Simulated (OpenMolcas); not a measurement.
**Os⁶⁺ among point charges: CASSCF and CASPT2 levels and susceptibility**

How does a field of 2 point charges split the states of Os⁶⁺, and what χT follows?

Program: OpenMolcas 26.06. Level of theory: state-averaged CASSCF and CASPT2, spin-orbit coupling by RASSI with atomic mean-field integrals. These are calculated values, not measurements, unless marked.

## (1) The system

```
Species                           : Os⁶⁺ (osmium, Z = 76, 70 electrons)
Basis                             : ANO-RCC-VDZP [7s6p4d2f1g], 68 functions
Scalar Hamiltonian                : DKH2, point nucleus
Inactive shells                   : 1s 2s 2p 3s 3p 3d 4s 4p 4d 4f 5s 5p
Active space                      : 2 electrons in 5 orbitals (5d)
Some configurations of this space : 5d2
Orbitals                          : optimised for each spin and parity, averaged over all roots
```

The outer shells:

5d2
```
5d [↑ ][↑ ][  ][  ][  ]
```

The ion sits among 2 point charges of -1 e arranged as a linear pair (D∞h), 1.9 Å from the ion.

The work runs as a chain of OpenMolcas steps in one folder; each step below is one input file. Labels, J, g values, rates, χT and fits are worked out afterwards by a script from the matrices that RASSI stores. The input lists half of the charges; inversion (Group=XYZ) makes the rest.

## (2) Basis and integrals

The input, a.inp:

```
&GATEWAY
Coord
1

Os 0.0 0.0 0.0
Basis=ANO-RCC-VDZP
Group=XYZ
NoMove
AngMom=0.0 0.0 0.0
AMFI
XField
1 Angstrom 0
0.000000 0.000000 1.900000 -1.000000
&SEWARD
```

On the command line:

```
OMP_NUM_THREADS=1 MOLCAS_MEM=1689 MOLCAS_PROJECT=a pymolcas a.inp > a.log
```

## (3) Reference wave functions, triplets of even parity, 10 roots

The input, a.inp:

```
&RASSCF
FileOrb=start.orb
Symmetry=1
Spin=3
nActEl=2 0 0
Inactive=15 19
Ras2=5 0
CIRoot=10 10 1
SDav=10
CIMx=300
Iter=120 100
PrWF=0.3
OrbListing=Nothing
MaxOrb=0
>>> COPY $Project.JobIph JOB001
```

start.orb holds the contracted functions of the basis, ordered by shell, or the orbitals of the step before.

## (4) CASSCF: singlets of even parity, 15 roots

The input, a.inp:

```
&RASSCF
FileOrb=start.orb
Symmetry=1
Spin=1
nActEl=2 0 0
Inactive=15 19
Ras2=5 0
CIRoot=15 15 1
SDav=15
CIMx=300
Iter=120 100
PrWF=0.3
OrbListing=Nothing
MaxOrb=0
>>> COPY $Project.JobIph JOB002
```

## (5) State interaction with spin-orbit coupling

The input, a.inp:

```
&RASSI
NrOfJobIphs=2 10 15
1 2 3 4 5 6 7 8 9 10
1 2 3 4 5 6 7 8 9 10 11 12 13 14 15
IphNames
JOB001
JOB002
EJob
SpinOrbit
DIPRint=1.0
SOCoupling=1000.0
Subsets=2
Property=9
'ANGMOM' 1 'ANGMOM' 2 'ANGMOM' 3 'MLTPL  1' 1 'MLTPL  1' 2 'MLTPL  1' 3
'AMFI' 1 'AMFI' 2 'AMFI' 3
SOProperty=3
'ANGMOM' 1 'ANGMOM' 2 'ANGMOM' 3
```

## (6) CASPT2: IPEA 0.25, imaginary shift 0.1 (closed shells correlated: 5s 5p)

The input, a.inp:

```
>>> COPY JOB001 $Project.JobIph
&CASPT2
Multistate=10 1 2 3 4 5 6 7 8 9 10
NoMult
Frozen=14 16
IPEA=0.25
Imaginary=0.1
MaxIter=60
WThr=0.0 0.3 0.05
PrWF=0.5
NoMix
>>> COPY JOB002 $Project.JobIph
&CASPT2
Multistate=15 1 2 3 4 5 6 7 8 9 10 11 12 13 14 15
NoMult
Frozen=14 16
IPEA=0.25
Imaginary=0.1
MaxIter=60
WThr=0.0 0.3 0.05
PrWF=0.5
NoMix
```

(Steps that only read results are left out.)

**Question.** What will these runs give? Wanted: spin-free ground state; first state of the same spin within the active space; lowest level; next level.

As calculated:

| quantity | value |
| --- | --- |
| method | SS-CASPT2, IPEA 0.25, imaginary shift 0.1 (closed shells correlated: 5s 5p) |
| spin-free ground state | 3Phi, 2-fold in its orbital part |
| first state of the same spin within the active space | 3Sigma at 58.8 cm⁻¹ |
| lowest level | 1-fold |
| next level | 684.4 cm⁻¹ |
| χT at 300 K | 0.07 cm³ K/mol |
| effective moment at 300 K | 0.76 μB |

Cost by method:

```
                                              method  time of its own steps  time with the reference
                                           A. CASSCF                  3.3 s                    3.3 s
B. SS-CASPT2, IPEA 0.25, imaginary shift 0.1, +5s 5p                  1.8 s                    5.1 s
```

Times are of one thread on a shared host.

The spin-free ground state (3Phi) comes to 100 % from free-ion F terms and keeps the highest spin of the shell. χT at 300 K is 0.07, against 1.00 cm³ K/mol for the spin alone, so spin-orbit coupling lowers it. The field of point charges can differ much from that of real complexes. Point charges carry no covalency, so the field is a model and not that of real ligands.
